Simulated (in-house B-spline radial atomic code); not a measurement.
# Sm⁴⁹⁺: ionisation energy by several methods

How far do functionals differ on the ionisation energy of Sm⁴⁹⁺? Each run solves Sm⁴⁹⁺ and then the next ion ([Ne] 3s2).

Method: scalar-relativistic (X2C), several functionals, spin-polarised, exact exchange averaged over the configuration; spherical all-electron atom at the radial basis limit. Code: in-house B-spline radial atomic code version 1.

### Step 1. The system

```
element       : samarium (Z = 62)
charge        : +49
electrons     : 13
configuration : [Ne] 3s2 3p1
nucleus       : Fermi, rms radius 5.082 fm
```

The outer shells:

[Ne] 3s2 3p1
```
[Ne] core
3s [↑↓]
3p [↑ ][  ][  ]
```

Where spins are not typed, each open shell is filled with up spins first.

### Step 2. HSE06, a range-separated hybrid

Settings of the run:

```ini
Z = 62
electrons = 13.0
configuration = [Ne] 3s2 3p1
hamiltonian = x2c
method = hse06
spin_polarised = True
nucleus = fermi
rms_radius = 5.0819
mass_number = 152
atomic_mass = 151.919738646
speed_of_light = 137.035999084
exact_exchange = averaged over the configuration
```

Started as:

```sh
> python run_scf.py task.json out
```

One command runs all members of the session, one after another, from task.json.

### Step 3. ωB97X, a range-separated hybrid

Changes to the settings of step 2:

```diff
@@ -4,3 +4,3 @@
 hamiltonian = x2c
-method = hse06
+method = wb97x
 spin_polarised = True
```

### Step 4. CAM-B3LYP, a range-separated hybrid

Changes to the settings of step 3:

```diff
@@ -4,3 +4,3 @@
 hamiltonian = x2c
-method = wb97x
+method = camb3lyp
 spin_polarised = True
```

Q: The tabulated ionisation energy is 4337 ± 4 eV (tabulated theoretical; NIST Atomic Spectra Database). What does each method give, and which comes nearest?

As calculated:

| method | rung | total energy (hartree) | ΔSCF (eV) | −ε highest (eV) | ΔSCF less tabulated (eV) |
| --- | --- | --- | --- | --- | --- |
| HSE06 | range-separated hybrid | -7997.6658 | 4234.01 | 4197.16 (3p up) | -102.99 |
| ωB97X | range-separated hybrid | -7998.7361 | 4235.29 | 4198.37 (3p up) | -101.71 |
| CAM-B3LYP | range-separated hybrid | -7998.2740 | 4235.07 | 4198.18 (3p up) | -101.93 |

Against the tabulated ionisation energy, 4337 ± 4 eV (tabulated theoretical; NIST Atomic Spectra Database), the best here is ωB97X (-101.71 eV) and the worst HSE06 (-102.99 eV, or 2.4 %). All methods miss on the same side by much the same amount, which points to something that they share. Relativistic terms that these runs lack can be as large as the gaps between close methods, so the nearest may be so by luck. Spin-orbit coupling is left out. Open shells are averaged (over orientations, and over spins where the run is restricted), while tables refer to the lowest levels.
